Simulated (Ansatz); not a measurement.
# C3K: the cost of one run

Method: the levels named in each step, in Ansatz 0.2.0.

### Step 1. The system as given

Bond lengths: C1–C2 1.275 Å, C2–C3 1.307 Å, C1–K4 2.544 Å. Angles: C1–C2–C3 173.7°, C2–C1–K4 147.7°.

Structure file:

```xyz
4

C     0.0045   -0.6710   -0.5212
C    -0.2053   -1.8848   -0.1935
C    -0.4009   -3.1624    0.0042
K     0.1848    1.7566    0.2183
```

### Step 2. A rough first relaxation, PBE-D4/def2-SVP

This run stands in another session on the same molecule. It ended at:

```xyz
4

C    -0.0665   -0.6626   -0.1013
C    -0.2186   -1.9539   -0.1674
C    -0.3738   -3.2725   -0.2351
K     0.2419    1.9275    0.0115
```

### Step 3. Relaxation, HF/STO-3G

input.yaml reads:

```yaml
crystal:
  periodic: [false, false, false]
  atoms:
    - { symbol: C, position_ang: [-0.06647257, -0.66262588, -0.10131343] }
    - { symbol: C, position_ang: [-0.21855114, -1.95394791, -0.16736249] }
    - { symbol: C, position_ang: [-0.37378388, -3.27248955, -0.23513092] }
    - { symbol: K, position_ang: [0.24193758, 1.92750333, 0.01154684] }
magnetization:
  spin_polarized: true
  initial_magnetization: 1
basis:
  gaussian: { orbitals: STO-3G }
hamiltonian:
  xc: hf
relax:
  f_tol: 0.002
  max_steps: 150
```

Started as:

```
$ ansatz run input.yaml --threads 2 --pin off --max-ram 5120MiB --backend cpu --events-out ev --progress --plain --runs-dir out
```

**Question.** How long does this run take on 2 threads of Intel Xeon Platinum 8488C (Sapphire Rapids), shared host, and how much memory does it need?

About 10 s, with a peak of 0.11 GiB.
